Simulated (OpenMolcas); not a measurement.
# Ti²⁺ among point charges: CASSCF levels and susceptibility

How does a field of 6 point charges split the states of Ti²⁺, and what χT follows?

Method: state-averaged CASSCF, spin-orbit coupling by RASSI with atomic mean-field integrals. Code: OpenMolcas 26.06.

1 further run of the same task is left out (it didn't finish).

## 1. The atom as given

* Species: Ti²⁺ (titanium, Z = 22, 20 electrons)
* Basis: ANO-RCC-VDZP [5s4p2d1f], 34 functions
* Scalar Hamiltonian: DKH2, point nucleus
* Inactive shells: 1s 2s 2p 3s 3p
* Active space: 2 electrons in 5 orbitals (3d)
* Some configurations of this space: 3d2
* Orbitals: optimised for each spin and parity, averaged over all roots

The outer shells:

3d2
```
3d [↑ ][↑ ][  ][  ][  ]
```

The ion sits among 6 point charges of -1.5 e arranged as a trigonal antiprism (D3d), 1.73 Å from the ion, with a polar angle of 56.4° against the regular 54.74°. The active orbitals were held to one l.

Each step is its own input file, run in one work folder so that later steps find the files of earlier ones. Labels, J, g values, rates, χT and fits are worked out afterwards by a script from the matrices that RASSI stores. The input lists half of the charges; inversion (Group=XYZ) makes the rest.

## 2. One- and two-electron integrals

Contents of a.inp:

```
&GATEWAY
Coord
1

Ti 0.0 0.0 0.0
Basis=ANO-RCC-VDZP
Group=XYZ
NoMove
AngMom=0.0 0.0 0.0
AMFI
XField
3 Angstrom 0
0.000000 1.440581 0.957929 -1.500000
1.247579 -0.720290 0.957929 -1.500000
1.247579 0.720290 -0.957929 -1.500000
&SEWARD
```

Launch:

```
OMP_NUM_THREADS=1 MOLCAS_MEM=1689 MOLCAS_PROJECT=a pymolcas a.inp > a.log
```

The program printed:

```text
Basis set label: TI.ANO-RCC...5S4P2D1F.

      Electronic valence basis set:
      ------------------
      Associated Effective Charge  22.000000 au
      Associated Actual Charge     22.000000 au
      Nuclear Model: Point charge

      Shell  nPrim  nBasis  Cartesian Spherical Contaminant
         s      21       5        X
         p      15       4        X
         d      10       2                 X
         f       6       1                 X
                  Relativistic Douglas-Kroll-Hess integrals:
                    - DKH order of Hamiltonian: 2
                    - DKH order of Properties : 0
                  Atomic mean-field integrals
```

## 3. CASSCF: triplets of even parity, 10 roots

Contents of a.inp:

```
&RASSCF
FileOrb=start.orb
Symmetry=1
Spin=3
nActEl=2 0 0
Inactive=3 6
Ras2=5 0
CIRoot=10 10 1
SDav=10
CIMx=300
Iter=120 100
PrWF=0.3
OrbListing=Nothing
MaxOrb=0
SupSym
1
10 4 5 6 7 8 11 12 13 14 15
0
>>> COPY $Project.JobIph JOB001
```

start.orb holds the contracted functions of the basis, ordered by shell, or the orbitals of the step before.

The program printed:

```text
Wave function specifications:
      -----------------------------

      Number of closed shell electrons          18
      Number of electrons in active shells       2
      Max number of holes in RAS1 space          0
      Max nr of electrons in RAS3 space          0
      Number of inactive orbitals                9
      Number of active orbitals                  5
      Number of secondary orbitals              20
      Spin quantum number                      1.0
      State symmetry                             1
Orbital specifications:
      -----------------------

      Symmetry species                           1   2
                                                ag  au
      Frozen orbitals                            0   0
      Inactive orbitals                          3   6
      Active orbitals                            5   0
      RAS1 orbitals                              0   0
      RAS2 orbitals                              5   0
      RAS3 orbitals                              0   0
      Secondary orbitals                         7  13
      Deleted orbitals                           0   0
      Number of basis functions                 15  19
      Number of CSFs                            10
      Number of root(s) required                10
      Iter CI   SX   CI       RASSCF       Energy    max ROT     max BLB   max BLB  Level Ln srch  Step   QN
          iter iter root      energy       change     param      element    value   shift minimum  type update
 Nr of preliminary CI iterations:   1
        1   1    7    0  -857.57593057    0.00E+00  -8.73E-02    4  10 2 -6.02E-02*  0.15   0.00    SX    NO
        2   1    6    0  -857.59205848   -1.61E-02*  3.57E-02    6  13 1 -7.46E-03*  0.12   0.00    SX    NO
        3   1    6    0  -857.59301934   -9.61E-04*  4.65E-03    4  10 2 -8.56E-03*  0.10   0.00    SX    NO
        4   1    6    0  -857.59308103   -6.17E-05*  4.08E-03    6  12 2  2.55E-03*  0.11   0.00    SX    NO
        5   1    5    0  -857.59308980   -8.77E-06*  7.26E-04    4  10 2 -1.88E-03*  0.10   0.70    QN   YES
        6   1    4    0  -857.59309235   -2.55E-06* -1.09E-04    4  10 2 -1.49E-04*  0.10   1.05    QN   YES
        7   1    4    0  -857.59309239   -3.47E-08* -3.32E-05    4   7 2  1.89E-05   0.10   1.19    QN   YES
        8   1    3    0  -857.59309239   -1.28E-09   1.11E-06    4  10 2  7.83E-07   0.10   1.02    QN   YES
      Convergence after  8 iterations
        9   1    3    0  -857.59309239   -2.16E-12   1.11E-06    6   9 2  1.09E-07   0.10   1.02    QN   YES
      Natural orbitals and occupation numbers for root  1
      sym 1:   0.992131   0.007869   0.992131   0.000000   0.007869
      Natural orbitals and occupation numbers for root  2
      sym 1:   0.992131   0.007869   0.992131   0.000000   0.007869
      Natural orbitals and occupation numbers for root  3
      sym 1:   0.999763   0.999763  -0.000000   0.000237   0.000237
::    RASSCF root number  1 Total energy:   -857.66957741
::    RASSCF root number  2 Total energy:   -857.66957736
::    RASSCF root number  3 Total energy:   -857.66532233
::    RASSCF root number  4 Total energy:   -857.59652621
::    RASSCF root number  5 Total energy:   -857.59652615
::    RASSCF root number  6 Total energy:   -857.59121440
::    RASSCF root number  7 Total energy:   -857.55123150
::    RASSCF root number  8 Total energy:   -857.55123142
::    RASSCF root number  9 Total energy:   -857.54358768
::    RASSCF root number 10 Total energy:   -857.49612944
```

## 4. Reference wave functions, singlets of even parity, 15 roots

Contents of a.inp:

```
&RASSCF
FileOrb=start.orb
Symmetry=1
Spin=1
nActEl=2 0 0
Inactive=3 6
Ras2=5 0
CIRoot=15 15 1
SDav=15
CIMx=300
Iter=120 100
PrWF=0.3
OrbListing=Nothing
MaxOrb=0
SupSym
1
10 4 5 6 7 8 11 12 13 14 15
0
>>> COPY $Project.JobIph JOB002
```

The program printed:

```text
Wave function specifications:
      -----------------------------

      Number of closed shell electrons          18
      Number of electrons in active shells       2
      Max number of holes in RAS1 space          0
      Max nr of electrons in RAS3 space          0
      Number of inactive orbitals                9
      Number of active orbitals                  5
      Number of secondary orbitals              20
      Spin quantum number                      0.0
      State symmetry                             1
Orbital specifications:
      -----------------------

      Symmetry species                           1   2
                                                ag  au
      Frozen orbitals                            0   0
      Inactive orbitals                          3   6
      Active orbitals                            5   0
      RAS1 orbitals                              0   0
      RAS2 orbitals                              5   0
      RAS3 orbitals                              0   0
      Secondary orbitals                         7  13
      Deleted orbitals                           0   0
      Number of basis functions                 15  19
      Number of CSFs                            15
      Number of root(s) required                15
      Iter CI   SX   CI       RASSCF       Energy    max ROT     max BLB   max BLB  Level Ln srch  Step   QN
          iter iter root      energy       change     param      element    value   shift minimum  type update
 Nr of preliminary CI iterations:   1
        1   1    6    0  -857.54080355    0.00E+00   2.57E-02    5  12 1 -6.47E-03*  0.10   0.00    SX    NO
        2   1    6    0  -857.54157158   -7.68E-04* -5.67E-03    6  10 2 -1.36E-02*  0.09   0.00    SX    NO
        3   1    6    0  -857.54166012   -8.85E-05*  4.53E-03    6  10 2  4.52E-03*  0.09   0.00    SX    NO
        4   1    6    0  -857.54168123   -2.11E-05* -2.16E-03    4  12 2 -3.38E-03*  0.09   0.00    SX    NO
        5   1    5    0  -857.54168766   -6.43E-06*  8.35E-04    6  10 2  1.75E-03*  0.09   0.64    QN   YES
        6   1    4    0  -857.54169078   -3.12E-06* -2.85E-05    4   9 2  2.62E-05   0.09   1.01    QN   YES
        7   1    3    0  -857.54169079   -2.62E-09  -7.46E-06    4   9 2  8.66E-06   0.09   1.31    QN   YES
      Convergence after  7 iterations
        8   1    3    0  -857.54169079   -1.74E-10  -7.46E-06    4   9 2  2.01E-07   0.09   1.31    QN   YES
      Natural orbitals and occupation numbers for root  1
      sym 1:   0.204289   0.000306   0.204293   1.590806   0.000306
      Natural orbitals and occupation numbers for root  2
      sym 1:   0.996640   0.000000   0.004300   0.994857   0.004203
      Natural orbitals and occupation numbers for root  3
      sym 1:   0.008284   0.002523   0.946265   1.042869   0.000059
::    RASSCF root number  1 Total energy:   -857.63065643
::    RASSCF root number  2 Total energy:   -857.62662092
::    RASSCF root number  3 Total energy:   -857.62662087
::    RASSCF root number  4 Total energy:   -857.62007652
::    RASSCF root number  5 Total energy:   -857.62007652
::    RASSCF root number  6 Total energy:   -857.57235841
::    RASSCF root number  7 Total energy:   -857.54268015
::    RASSCF root number  8 Total energy:   -857.54268006
::    RASSCF root number  9 Total energy:   -857.53755998
::    RASSCF root number 10 Total energy:   -857.52645971
::    RASSCF root number 11 Total energy:   -857.52645966
::    RASSCF root number 12 Total energy:   -857.52369216
::    RASSCF root number 13 Total energy:   -857.43396101
::    RASSCF root number 14 Total energy:   -857.43396101
::    RASSCF root number 15 Total energy:   -857.36149842
```

## 5. State interaction with spin-orbit coupling

Contents of a.inp:

```
&RASSI
NrOfJobIphs=2 10 15
1 2 3 4 5 6 7 8 9 10
1 2 3 4 5 6 7 8 9 10 11 12 13 14 15
IphNames
JOB001
JOB002
EJob
SpinOrbit
DIPRint=1.0
SOCoupling=1000.0
Subsets=2
Property=9
'ANGMOM' 1 'ANGMOM' 2 'ANGMOM' 3 'MLTPL  1' 1 'MLTPL  1' 2 'MLTPL  1' 3
'AMFI' 1 'AMFI' 2 'AMFI' 3
SOProperty=3
'ANGMOM' 1 'ANGMOM' 2 'ANGMOM' 3
```

Launch:

```
OMP_NUM_THREADS=1 MOLCAS_MEM=1689 MOLCAS_PROJECT=a pymolcas a.inp > a.log
```

The program printed:

```text
SPIN-FREE ENERGIES:
  (Shifted by EMIN (a.u.) =       -857.6695774076)

 SF State       Relative EMIN(au)   Rel lowest level(eV)    D:o, cm**(-1)      L_eff

     1             0.0000000000        0.0000000000              0.0000         2.8
     2             0.0000000479        0.0000013029              0.0105         2.8
     3             0.0042550776        0.1157865590            933.8816         2.9
    11             0.0389209800        1.0590938193           8542.1677         3.1
    12             0.0429564917        1.1689056867           9427.8602         3.1
    13             0.0429565387        1.1689069668           9427.8705         3.1
    14             0.0495008853        1.3469877087          10864.1885         2.9
    15             0.0495008910        1.3469878650          10864.1898         2.9
     4             0.0730511995        1.9878244055          16032.8851         2.9
     5             0.0730512544        1.9878258983          16032.8971         2.9
     6             0.0783630057        2.1323660154          17198.6918         2.9
    16             0.0972189992        2.6454637366          21337.1040         3.0
     7             0.1183459027        3.2203560695          25973.9234         1.3
     8             0.1183459876        3.2203583806          25973.9420         1.3
     9             0.1259897307        3.4283552244          27651.5497         1.2
    17             0.1268972548        3.4530502131          27850.7282         3.3
    18             0.1268973518        3.4530528532          27850.7495         3.3
    19             0.1320174266        3.5923771853          28974.4760         3.1
    20             0.1431177019        3.8944310660          31410.7049         3.8
    21             0.1431177517        3.8944324201          31410.7158         3.8
    22             0.1458852493        3.9697398673          32018.1113         3.9
    10             0.1734479648        4.7197595626          38067.4281         2.8
    23             0.2356164006        6.4114488825          51711.8227         3.0
    24             0.2356164006        6.4114488825          51711.8227         3.0
    25             0.3080789923        8.3832564529          67615.5233         2.2
     Dipole printing threshold changed to   1.00000000E+00
Eigenvalues of complex Hamiltonian:
   -----------------------------------
  (Shifted by EMIN (a.u.) =       -857.6695774076)

 SO State       Relative EMIN(au)   Rel lowest level(eV)    D:o, cm**(-1)     J-value

     1            -0.0002480875        0.0000000016              0.0000         2.4
     2            -0.0002480875        0.0000000000              0.0000         2.4
     3            -0.0000260565        0.0060417721             48.7302         2.5
     4            -0.0000260089        0.0060430680             48.7406         2.5
     5             0.0001935842        0.0120185007             96.9357         2.3
     6             0.0002355384        0.0131601313            106.1436         2.4
     7             0.0042669587        0.1228606676            990.9381         2.4
     8             0.0042669589        0.1228606724            990.9382         2.4
     9             0.0042903256        0.1234965134            996.0666         2.6
    10             0.0389107187        1.0655654000           8594.3646         3.0
    11             0.0429502729        1.1754872696           9480.9442         2.7
    12             0.0429503198        1.1754885472           9480.9545         2.7
    13             0.0494911487        1.3534735671          10916.5005         2.0
    14             0.0494911545        1.3534737257          10916.5018         2.0
    15             0.0729899855        1.9929094928          16073.8991         2.8
    16             0.0730023935        1.9932471321          16076.6223         2.8
    17             0.0730563195        1.9947145325          16088.4577         3.0
    18             0.0730563743        1.9947160246          16088.4697         3.0
    19             0.0731113066        1.9962108087          16100.5260         2.8
    20             0.0731113066        1.9962108082          16100.5260         2.8
    21             0.0783688612        2.1392761566          17254.4258         1.8
    22             0.0783718690        2.1393580037          17255.0860         1.6
    23             0.0783718690        2.1393580028          17255.0860         1.6
    24             0.0972076462        2.6519056115          21389.0612         2.2
    25             0.1181630837        3.2221321153          25988.2481         1.3
    26             0.1181638067        3.2221517907          25988.4068         1.3
    27             0.1183451243        3.2270856937          26028.2015         1.5
    28             0.1183452092        3.2270880039          26028.2201         1.5
    29             0.1185246665        3.2319712850          26067.6064         1.3
    30             0.1185246668        3.2319712923          26067.6065         1.3
    31             0.1259626999        3.4343704861          27700.0661         1.6
    32             0.1259627016        3.4343705319          27700.0664         1.6
    33             0.1259940011        3.4352222346          27706.9359         1.8
    34             0.1269351064        3.4608310141          27913.4846         2.8
    35             0.1269352014        3.4608336001          27913.5055         2.8
    36             0.1320212875        3.5992330521          29029.7723         3.0
    37             0.1431185528        3.9012050246          31465.3405         2.7
    38             0.1431186026        3.9012063791          31465.3515         2.7
    39             0.1458872593        3.9765453662          32073.0014         2.8
    40             0.1734578092        4.7267782500          38124.0377         2.3
    41             0.1734578092        4.7267782500          38124.0377         2.3
Weights of the five most important spin-orbit-free states for each spin-orbit state.

 SO State  Total energy (au)           Spin-free states, spin, and weights
 -------------------------------------------------------------------------------------------------------
    1        -0.000248       1 1.0  0.4999    2 1.0  0.4999    4 1.0  0.0001   14 0.0  0.0000    5 1.0  0.0000
    2        -0.000248       1 1.0  0.5000    2 1.0  0.4998    5 1.0  0.0001   15 0.0  0.0000    4 1.0  0.0000
    3        -0.000026       1 1.0  0.9953    3 1.0  0.0045    2 1.0  0.0000   13 0.0  0.0000    5 1.0  0.0000
    4        -0.000026       2 1.0  0.9953    3 1.0  0.0045    1 1.0  0.0000   12 0.0  0.0000    4 1.0  0.0000
    5         0.000194       2 1.0  0.4951    1 1.0  0.4950    3 1.0  0.0099   11 0.0  0.0000   16 0.0  0.0000
    6         0.000236       2 1.0  0.5000    1 1.0  0.4999    6 1.0  0.0000    5 1.0  0.0000    4 1.0  0.0000
    7         0.004267       3 1.0  0.9954    1 1.0  0.0045    6 1.0  0.0000   13 0.0  0.0000    5 1.0  0.0000
    8         0.004267       3 1.0  0.9954    2 1.0  0.0045    6 1.0  0.0000   12 0.0  0.0000    4 1.0  0.0000
    9         0.004290       3 1.0  0.9901    2 1.0  0.0049    1 1.0  0.0049   11 0.0  0.0000   19 0.0  0.0000
   10         0.038911      11 0.0  0.9996    4 1.0  0.0002    5 1.0  0.0002    3 1.0  0.0000    2 1.0  0.0000
   11         0.042950      12 0.0  0.9997    4 1.0  0.0001    6 1.0  0.0001    3 1.0  0.0000    7 1.0  0.0000
   12         0.042950      13 0.0  0.9997    5 1.0  0.0001    6 1.0  0.0001    3 1.0  0.0000    8 1.0  0.0000
```

Time for these steps: 6 s (1 thread of Intel Xeon Platinum 8375C at 2.90GHz (Ice Lake), shared host).

States without spin-orbit coupling:

```csv
state,degeneracy,E (cm-1),free-ion L (%)
3E,2,0,F (89)
3A2,1,934,F (95)
1A1,1,8542,G (51)
1E,2,9428,G (52)
1E,2,10864,D (59)
3E,2,16033,F (99)
3A1,1,17199,F (100)
1A1,1,21337,G (64)
3E,2,25974,P (88)
3A2,1,27652,P (91)
1E,2,27851,G (62)
1A1,1,28974,D (51)
1E,2,31411,G (95)
1A2,1,32018,G (100)
3A2,1,38067,F (96)
1E,2,51712,D (51)
1A1,1,67616,S (63)
```

With spin-orbit coupling:

```
E (cm-1)  Degeneracy  Label  2S+1               g
     0.0           2      E     3  0.00 0.00 1.75
    48.7           2      E     3  0.00 0.00 2.20
    96.9           1     A1     3                
   106.1           1     A2     3                
   990.9           2      E     3  0.00 0.00 3.92
   996.1           1     A1     3                
    8594           1     A1     1                
    9481           2      E     1  0.00 0.00 1.94
   10917           2      E     1  0.00 0.00 2.64
   16074           1     A2     3                
   16077           1     A1     3                
   16088           2      E     3  0.00 0.00 0.60
   16101           2      E     3  0.00 0.00 4.62
   17254           1     A2     3                
   17255           2      E     3  0.00 0.00 4.02
   21389           1     A1     1                
   25988           1     A1     3                
   25988           1     A2     3                
   26028           2      E     3  0.00 0.00 1.63
   26068           2      E     3  0.00 0.00 5.63
   27700           2      E     3  0.00 0.00 3.90
   27707           1     A1     3                
   27913           2      E     1  0.00 0.00 0.79
   29030           1     A1     1
```

Principal g values are given for doublets only; a zero marks a field direction without first-order Zeeman splitting.

Powder χT (cm³ K/mol): 0.12 at 2 K, 0.16 at 5 K, 0.23 at 10 K, 0.35 at 20 K, 0.63 at 50 K, 0.85 at 100 K, 0.96 at 150 K, 1.03 at 200 K, 1.07 at 250 K, 1.11 at 300 K.

Orbitals of the lowest block (energies include the constant potential of the surroundings):

```
shell     space  energy (hartree)  mean occupation  ⟨r²⟩ (bohr²)
   1s  inactive         -182.3338            2.000       0.00647
   2s  inactive          -19.5871            2.000         0.123
   2p  inactive          -15.7574            6.000         0.102
   3s  inactive           -0.8100            2.000          1.16
   3p  inactive            0.2976            6.000          1.37
   3d      RAS2                              2.000          3.49
```

## 6. Results

```
                                            quantity                           value
                                              method                          CASSCF
                              spin-free ground state  3E, 2-fold in its orbital part
first state of the same spin within the active space                 3A2 at 934 cm⁻¹
                                        lowest level  2-fold E, g = 0.00, 0.00, 1.75
                                          next level                       48.7 cm⁻¹
                                         χT at 300 K                  1.11 cm³ K/mol
                           effective moment at 300 K                         2.98 μB
```

In words: The spin-free ground state (3E) comes to 89 % from free-ion F terms and keeps the highest spin of the shell. χT at 300 K is 1.11, against 1.00 cm³ K/mol for the spin alone, so orbital moment adds to it. The field of point charges can differ much from that of real complexes. Point charges carry no covalency, so the field is a model and not that of real ligands.
